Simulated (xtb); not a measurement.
**GFN2-xTB run of AlSiN2H5O (SMILES [NH2][Al]1[NH][SiH2][O]1)**

Wanted: a structure relaxation of AlSiN2H5O. 

The results are computed with xtb 6.7.1 later snapshot.

5 further runs of the same task are left out: 5 set aside as unsound or not needed.

## 1. Starting point

The species is AlSiN2H5O (10 atoms), meant as a singlet with charge 0. SMILES: `[NH2][Al]1[NH][SiH2][O]1`. All atoms were displaced at random from a relaxed shape. The run starts from this shape.

Bond lengths: N1–Al2 1.776 Å, Al2–N3 1.885 Å, N3–Si4 1.704 Å, Al2–O5 1.745 Å, Si4–O5 1.759 Å, N1–H6 0.957 Å, N1–H7 0.887 Å, N3–H8 1.023 Å, Si4–H9 1.471 Å, Si4–H10 1.551 Å. Some angles: N1–Al2–N3 139.3°, N1–Al2–O5 132.3°, N3–Al2–O5 88.3°, Al2–N3–Si4 87.4°, N3–Si4–O5 93.9°, Al2–O5–Si4 90.2°, Al2–N1–H6 121.4°, Al2–N1–H7 117.9°, Al2–N3–H8 149.8°, Si4–N3–H8 122.6°.

## 2. A geometry optimisation at GFN2-xTB

Contents of mol.coord:

```
$coord
     -4.177693132755     -1.032206203793     -1.874816185502  n
     -1.140430818950     -0.208493483330     -0.710688200949  al
      1.163863422896     -1.251036489025      1.798641325419  n
      2.983291735685      1.272012449008      0.969164940276  si
      0.952478658595      2.219351052544     -1.486987692946  o
     -5.068453336120     -2.476486086322     -1.246727913461  h
     -4.793762746644     -0.143052267634     -3.155256813026  h
      1.723146766740     -2.549599590084      3.117084345309  h
      3.188591581865      3.376203591518      2.775402964715  h
      5.476350720120      0.718341591754     -0.470768572167  h
$end
```

Command:

```console
xtb --opt vtight --chrg 0 -- mol.coord | tee out.txt
```

What values should one expect? Wanted: total energy at the end; dipole moment; HOMO energy; LUMO energy; HOMO–LUMO gap; dispersion energy; mean polarisability.

Answer, from the run:

Level: GFN2-xTB.

| quantity | value |
| --- | --- |
| total energy at the end | -15.38377 Eh |
| dipole moment | 2.22 D |
| HOMO energy | -10.05 eV |
| LUMO energy | -6.53 eV |
| HOMO–LUMO gap | 3.52 eV |
| dispersion energy | -15.08 kJ/mol |
| mean polarisability (D4 model) | 73.6 bohr³ |

What this shows: At the final geometry: Bond lengths: N1–Al2 1.761 Å, Al2–N3 1.833 Å, N3–Si4 1.767 Å, Al2–O5 1.736 Å, Si4–O5 1.660 Å, N1–H6 1.008 Å, N1–H7 1.010 Å, N3–H8 1.007 Å, Si4–H9 1.459 Å, Si4–H10 1.459 Å. Some angles: N1–Al2–N3 142.5°, N1–Al2–O5 130.8°, N3–Al2–O5 86.7°, Al2–N3–Si4 87.6°, N3–Si4–O5 91.3°, Al2–O5–Si4 94.4°, Al2–N1–H6 125.4°, Al2–N1–H7 124.5°, Al2–N3–H8 146.6°, Si4–N3–H8 125.8°. The optimisation took 16 steps and changed the energy by -0.744 eV. Mulliken charges run from -0.47 on O5 to +0.58 on Si4.
